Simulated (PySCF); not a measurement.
# B3H6NO: the cost of one run

Computed with PySCF 2.14.0, with density-fitted response routines of our own, on a single molecule in the gas phase. Atoms are numbered from 0 throughout.

## (1) The molecule as given

11 atoms, charge 0, multiplicity 1; geometry from: GFN2-xTB. The atoms were then displaced at random by about 0.01 Å, so the start is not that level's minimum.

Bonds of the start (Å): B0–N1 1.43, N1–B2 1.45, B2–O3 1.26, O3–B4 1.33, B0–H5 1.13, B0–H6 1.18, N1–H7 1.01, B2–H8 1.16, B4–H9 1.17, B4–H10 1.20.

## (2) Geometry optimisation at PBE0-D3(BJ)/def2-SVP

What the job is given:

```
{"job": {"xc": "PBE0", "basis": "def2-SVP", "d3": "d3bj", "grid": 1, "shake": 0.01, "kind": "geom"}, "charge": 0, "multiplicity": 1}
B      2.361660     0.072330     0.701380
N      0.960450     0.295900     0.548160
B     -0.052800    -0.611800     0.049220
O     -1.253270    -0.225400    -0.007190
B     -2.520000     0.170780    -0.066740
H      2.790640    -0.930540     0.388630
H      3.016490     0.961810     1.122180
H      0.617210     1.210130     0.817670
H      0.275260    -1.683410    -0.267250
H     -2.919950     0.706300    -1.023770
H     -3.237580     0.008070     0.881730
```

Launch:

```sh
$ OMP_NUM_THREADS=1 python probes_run.py task.json out
```

The driver reads the jobs from task.json and runs them one after another.

**Question.** How long does this first job take on 1 thread of Arm Neoverse V1, shared host, and how much memory does it need?

About 30 s, with a peak of 0.4 GiB.
